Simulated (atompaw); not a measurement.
# Pseudopotential generation for europium: PAW (atompaw), PBEsol

Aim: build the potential from the settings below, then test how well it stands in for the atom: scattering, ghost states and the plane-wave cutoff that it needs.

Program: atompaw 4.2.0.5. Reference atom: PBEsol, scalar-relativistic, spherical and spin-unpolarised. All values are calculated.

## (1) Settings

The settings as typed:

```json
{
  "element": "europium (Eu, Z = 63)",
  "type": "PAW",
  "frozen core": "[Kr] 4d10 5s2",
  "valence charge": "15",
  "reference configuration": "4f7 5p6 5d0 6s0 6p0 (charge +2)",
  "partial waves": "6s (bound, empty): rc 3.00 bohr; 6s channel at 1.35 Ry: rc 3.00 bohr; 5p (bound): rc 1.85 bohr; 6p (bound, empty): rc 3.00 bohr; 5d (bound, empty): rc 3.00 bohr; 5d channel at 0.85 Ry: rc 2.75 bohr; 4f (bound): rc 1.35 bohr; 4f channel at 0.05 Ry: rc 1.35 bohr",
  "local potential": "troulliermartins scheme with l = 4 at 0.5 Ry, radius 2.60 bohr",
  "core correction": "smooth core density matched at 3.00 bohr",
  "augmentation charge": "besselshape compensation charge, radius 2.85 bohr; PAW radius 3.00 bohr; waves and projectors: custom polynom vanderbiltortho"
}
```

## (2) Generation

Eu.input

```
Eu 63
GGA-PBESOL scalarrelativistic loggrid 2001 logderivrange -5 5 251
6 6 5 4 0 0
6 0 0
6 1 0
5 2 0
4 3 7
0 0 0
c
c
c
c
c
v
c
c
c
v
v
c
c
v
v
3
3.00 2.85 2.60 3.00
y
1.35
n
n
y
0.85
n
y
0.05
n
custom polynom vanderbiltortho besselshape
4 0.5 troulliermartins
3.00
3.00
1.85
3.00
3.00
2.75
1.35
1.35
PWSCFOUT
UPFDX 0.0125d0 UPFXMIN -7.d0 UPFZMESH 63.d0
END
```

Started as:

```console
$ atompaw < Eu.input > Eu.log
```

Q: Predict the outcome of this session. Wanted: cutoffs for 10 and 1 mRy, occupied levels; bound ghosts; largest phase difference near zero energy, channels read; lowest eigenvalue of the overlap; share of valence orbitals outside the PAW sphere; UPF file.

As calculated:

```
                                                quantity                                      value
               cutoffs for 10 and 1 mRy, occupied levels                          110 Ry and 160 Ry
                                            bound ghosts                             s at -97.58 eV
largest phase difference near zero energy, channels read                                  0.030 rad
         lowest eigenvalue of the overlap (Bessel basis)                                  0.116 (s)
        share of valence orbitals outside the PAW sphere  6s 66 %, 5p 2 %, 6p 85 %, 5d 26 %, 4f 1 %
                                                UPF file                                    written
```

What this shows: A bound ghost (s) makes it unfit for use: electrons can fall into a state that the atom doesn't have. The potential is hard: the looser tolerance needs 110 Ry. The slowest occupied level is 4f: taken alone it needs 110 Ry to come within 1 mRy, against 18 Ry for 5p. Of the channels read, p scatters worst near zero energy, by up to 0.03 rad. All of this concerns the isolated atom, not yet a solid.
